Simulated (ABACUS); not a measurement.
NaTb2Sc2FeO9: single point with PBE

NaTb2Sc2FeO9:

```
Tb Fe Sc Na O
1.0
     3.86027    0.00000    0.00000
     0.00000    3.86027    0.00000
     0.00000    0.00000   12.40604
Tb Fe Sc Na O
2 1 2 1 9
Direct
  0.00000 0.00000 0.82102
  0.00000 0.00000 0.17898
  0.50000 0.50000 0.00000
  0.50000 0.50000 0.33749
  0.50000 0.50000 0.66251
  0.00000 0.00000 0.50000
  0.00000 0.50000 0.00000
  0.50000 0.00000 0.00000
  0.50000 0.50000 0.85767
  0.50000 0.50000 0.14233
  0.00000 0.50000 0.28790
  0.00000 0.50000 0.71210
  0.50000 0.00000 0.28790
  0.50000 0.00000 0.71210
  0.50000 0.50000 0.50000
```

The cell was built by a generator and needn't be a form met in nature.

```json
{
 "Program": "ABACUS 3.10.1",
 "Task": "single point",
 "Functional": "PBE",
 "Potentials or basis": "PseudoDojo NC SR 0.4.1 PBE standard, lanthanides 3+ (f in core)",
 "Cutoff": "1361 eV",
 "Density cutoff": "5442 eV",
 "Basis": "DZP LCAO (the cutoffs set its grid)",
 "k mesh": "5 × 5 × 2",
 "Occupations": "fermi-dirac, width 0.05 eV",
 "Spin": "collinear spin, ferromagnetic start",
 "Starting moments": "[0.0, 0.0, 3.0, 0.0, 0.0, 0.0, 0.0, 0.0, 0.0, 0.0, 0.0, 0.0, 0.0, 0.0, 0.0] μB"
}
```

- Largest force: 0.211 eV/Å
- Band gap on the k mesh: none (metal or under the smearing width)
- Net moment: 3.71 μB per cell
- Absolute moment: 3.86 μB per cell
- Site moments: Tb -0.01; Fe +2.80; Sc -0.00; Na +0.00; O +0.29, +0.03, +0.26, +0.02, +0.00 μB
- Mulliken charges: Tb +1.67; Fe +0.00; Sc +0.59; Na +0.85; O -0.34, -0.63, -0.51, -0.61, -0.72, -0.74 e

Forces in eV/Å, atoms in the order of the input:
```
Tb   0.000  0.000  0.109
Tb   0.000  0.000 -0.109
Fe   0.000  0.000  0.000
Sc   0.000  0.000  0.013
Sc   0.000  0.000 -0.013
Na   0.000  0.000  0.000
O    0.000  0.000  0.000
O    0.000  0.000  0.000
O    0.000  0.000 -0.211
O    0.000  0.000  0.211
O    0.000  0.000  0.040
O    0.000  0.000 -0.040
O    0.000  0.000  0.040
O    0.000  0.000 -0.040
O    0.000  0.000  0.000
```

Levels at points of the mesh, in eV from the Fermi level:
Spin up:
```
           k point  band 59  band 60  band 61  band 62  band 63  band 64  band 65  band 66  band 67  band 68
(0.00, 0.00, 0.00)    -1.20    -0.82    -0.45    -0.45    -0.26    -0.26     0.94     3.54     4.22     4.24
(0.00, 0.00, 0.50)    -1.07    -0.98    -0.53    -0.53    -0.22    -0.22     1.01     3.63     4.22     4.24
```
Spin down:
```csv
k point,band 57,band 58,band 59,band 60,band 61,band 62,band 63,band 64
"(0.00, 0.00, 0.00)",-0.83,-0.65,-0.29,-0.26,-0.26,0.63,1.45,1.45
"(0.00, 0.00, 0.50)",-0.68,-0.68,-0.31,-0.31,-0.29,0.63,1.46,1.46
```

Wall time 89 s on 8 MPI ranks on Intel(R) Xeon(R) Platinum 8259CL CPU @ 2.50GHz (Skylake/Cascade Lake), on a shared host, peak memory 2.3 GiB a rank.

Caveat: the atomic orbitals were generated for these runs and aren't a published set; Mulliken charges move with the basis; the magnetic or orbital state may not be the lowest; spin-orbit coupling is left out, which moves the levels of the heavy elements; the 4f electrons are frozen in the core as for a trivalent ion, so they carry no moment and show no levels; the basis of atomic orbitals isn't converged, which shifts pressures, moduli and gaps; a cell with one magnetic atom can't hold antiferromagnetic order, which such compounds often take; semilocal functionals often make such compounds metallic where correlation or magnetic order opens a gap, which also shifts bond lengths. The state reached can hang on the start; a lower one may exist.
